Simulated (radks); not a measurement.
# Ionisation of Ho¹³⁺: one atom, several choices of functional

Aim: the ionisation energy of Ho¹³⁺ ([Kr] 4d10 4f6 5s2) to Ho¹⁴⁺ ([Kr] 4d10 4f6 5s1) for each choice of functional, and which comes nearest the tabulated value.

Program: radks (a radial shooting solver on a logarithmic mesh, Libxc functionals) version 1. Level of theory: Dirac Kohn-Sham, spin-unpolarised, spherical densities, finite nucleus; open shells fill j = l - 1/2 first. These are calculated values, not measurements, unless marked.

## 1. The atom as given

* element: holmium (Z = 67)
* charge: +13
* electrons: 54
* configuration: [Kr] 4d10 4f6 5s2
* ion: Ho¹⁴⁺, [Kr] 4d10 4f6 5s1
* choices: exchange-only LDA; LDA (Slater exchange, Perdew-Wang correlation); AM05; PW91; exchange-only PBE; exchange-only B88

## 2. exchange-only LDA: Ho¹³⁺

Settings of this run:

```text
Z 67
configuration [Kr] 4d10 4f6 5s2
relativity Dirac
functional lda,
spin unpolarised
j_filling energy
nucleus finite rms 5.2022 fm
c 137.035999084
```

## 3. exchange-only LDA: Ho¹⁴⁺

Input: that of step 2 with these lines changed.

```diff
@@ -1,3 +1,3 @@
 Z 67
-configuration [Kr] 4d10 4f6 5s2
+configuration [Kr] 4d10 4f6 5s1
 relativity Dirac
```

## 4. LDA (Slater exchange, Perdew-Wang correlation): Ho¹³⁺

Settings of this run:

```text
Z 67
configuration [Kr] 4d10 4f6 5s2
relativity Dirac
functional lda,pw
spin unpolarised
j_filling energy
nucleus finite rms 5.2022 fm
c 137.035999084
```

## 5. LDA (Slater exchange, Perdew-Wang correlation): Ho¹⁴⁺

Input: that of step 4 with these lines changed.

```diff
@@ -1,3 +1,3 @@
 Z 67
-configuration [Kr] 4d10 4f6 5s2
+configuration [Kr] 4d10 4f6 5s1
 relativity Dirac
```

## 6. AM05: Ho¹³⁺

Settings of this run:

```text
Z 67
configuration [Kr] 4d10 4f6 5s2
relativity Dirac
functional am05,am05
spin unpolarised
j_filling energy
nucleus finite rms 5.2022 fm
c 137.035999084
```

## 7. AM05: Ho¹⁴⁺

Input: that of step 6 with these lines changed.

```diff
@@ -1,3 +1,3 @@
 Z 67
-configuration [Kr] 4d10 4f6 5s2
+configuration [Kr] 4d10 4f6 5s1
 relativity Dirac
```

## 8. PW91: Ho¹³⁺

Settings of this run:

```text
Z 67
configuration [Kr] 4d10 4f6 5s2
relativity Dirac
functional pw91,pw91
spin unpolarised
j_filling energy
nucleus finite rms 5.2022 fm
c 137.035999084
```

## 9. PW91: Ho¹⁴⁺

Input: that of step 8 with these lines changed.

```diff
@@ -1,3 +1,3 @@
 Z 67
-configuration [Kr] 4d10 4f6 5s2
+configuration [Kr] 4d10 4f6 5s1
 relativity Dirac
```

## 10. exchange-only PBE: Ho¹³⁺

Settings of this run:

```text
Z 67
configuration [Kr] 4d10 4f6 5s2
relativity Dirac
functional pbe,
spin unpolarised
j_filling energy
nucleus finite rms 5.2022 fm
c 137.035999084
```

## 11. exchange-only PBE: Ho¹⁴⁺

Input: that of step 10 with these lines changed.

```diff
@@ -1,3 +1,3 @@
 Z 67
-configuration [Kr] 4d10 4f6 5s2
+configuration [Kr] 4d10 4f6 5s1
 relativity Dirac
```

## 12. exchange-only B88: Ho¹³⁺

Settings of this run:

```text
Z 67
configuration [Kr] 4d10 4f6 5s2
relativity Dirac
functional b88,
spin unpolarised
j_filling energy
nucleus finite rms 5.2022 fm
c 137.035999084
```

## 13. exchange-only B88: Ho¹⁴⁺

Input: that of step 12 with these lines changed.

```diff
@@ -1,3 +1,3 @@
 Z 67
-configuration [Kr] 4d10 4f6 5s2
+configuration [Kr] 4d10 4f6 5s1
 relativity Dirac
```

What does the calculation give? Wanted: for each run, functional; E(Ho¹³⁺); Δ-SCF; −ε(HOMO); <r> HOMO; error.

The runs gave:

| functional | E(Ho¹³⁺) (hartree) | Δ-SCF (eV) | −ε(HOMO) (eV) | <r> HOMO (bohr) | error (eV) |
| --- | --- | --- | --- | --- | --- |
| exchange-only LDA | -12560.4584 | 278.57 | 256.87 | 0.6246 | -5.43 |
| LDA (Slater exchange, Perdew-Wang correlation) | -12566.3834 | 280.47 | 259.20 | 0.6238 | -3.53 |
| AM05 | -12566.8426 | 279.68 | 258.91 | 0.6234 | -4.32 |
| PW91 | -12576.0226 | 279.88 | 258.90 | 0.6236 | -4.12 |
| exchange-only PBE | -12571.4281 | 278.55 | 256.95 | 0.6245 | -5.45 |
| exchange-only B88 | -12572.5794 | 278.58 | 257.05 | 0.6244 | -5.42 |

What this shows: The NIST Atomic Spectra Database lists 284 +/- 14 eV (theoretical). The smallest miss is that of LDA (Slater exchange, Perdew-Wang correlation) (-3.53 eV), the largest that of exchange-only PBE (-5.45 eV). The ionisation energies span 1.92 eV, the total energies of Ho¹³⁺ 424 eV: most of the change in the total cancels in the difference. Spin polarisation and multiplet splitting are left out, so open shells lie too high by an amount that depends on their filling.
